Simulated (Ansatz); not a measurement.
H4OSi2, SMILES [SiH]O[SiH3], the interaction energy of a dimer with the counterpoise correction

With the Ansatz DFT code, driven from Python.

At the Python prompt:
```pycon
>>> import ansatz as az
>>> FIRST = [
...     ('Si', (-1.7475, -1.3003, -0.0683)),
...     ('O', (-0.1923, -0.9128, 0.1217)),
...     ('Si', (0.7818, 0.4004, 0.2676)),
...     ('H', (-2.2159, -0.5695, -1.3082)),
...     ('H', (0.7616, 1.2222, -0.9638)),
...     ('H', (0.3811, 1.2262, 1.4446)),
...     ('H', (2.2315, -0.0664, 0.5061)),
... ]
>>> SECOND = [
...     ('Si', (0.9423, -1.1037, 3.2856)),
...     ('O', (0.8335, -2.3033, 2.2113)),
...     ('Si', (1.2669, -3.8739, 2.0115)),
...     ('H', (2.4163, -0.9408, 3.5882)),
...     ('H', (2.7395, -4.0238, 1.9804)),
...     ('H', (0.6855, -4.7231, 3.0926)),
...     ('H', (0.7063, -4.3891, 0.6711)),
... ]
>>> def energy(atoms, ghosts=()):
...     molecule = az.Crystal.molecule()
...     for symbol, xyz in atoms:
...         molecule = molecule.atom(symbol, xyz)
...     calc = (
...         molecule.calculation()
...         .basis(gaussian='def2-SVP')
...         .functional('HF')
...     )
...     deck = calc.input()
...     if ghosts:
...         deck = deck.set(az.key.basis.gaussian.ghost_atoms, [{'symbol': s, 'position_ang': list(xyz)} for s, xyz in ghosts])
...     return az.Session.from_dict(deck).plan().execute().report['free_energy_ev']
...
>>> # monomers in their own basis and in the basis of the dimer
>>> both = energy(FIRST + SECOND)
>>> alone = energy(FIRST) + energy(SECOND)
>>> ghosted = energy(FIRST, SECOND) + energy(SECOND, FIRST)
>>> print(f'dimer {both:.6f} eV')
dimer -35637.264695 eV
>>> print(f'interaction, uncorrected   {96.485332 * (both - alone):8.3f} kJ/mol')
interaction, uncorrected     29.409 kJ/mol
>>> print(f'interaction, counterpoise  {96.485332 * (both - ghosted):8.3f} kJ/mol')
interaction, counterpoise    37.619 kJ/mol
>>> print(f'basis-set superposition    {96.485332 * (alone - ghosted):8.3f} kJ/mol')
basis-set superposition       8.211 kJ/mol
```

Uncorrected it is 29.409 kJ/mol, with the counterpoise correction 37.619 kJ/mol; the difference, 8.210 kJ/mol, is the superposition error. In this basis both values are repulsive.

Total energies depend on the basis set; only differences at equal settings carry meaning. The dimer is a generated trial pose of unrelaxed monomers, not a minimum, so the figure is no binding energy, and the basis set is small. Hartree-Fock leaves correlation out, so bond, atomisation and ionisation energies come out well too low. This level lacks the dispersion part of the attraction (electrostatics and induction are there), which can decide the sign where the interaction is weak. Run time: 13 s on 1 thread of Arm Neoverse V2, on a shared host, peak memory 0.38 GiB.
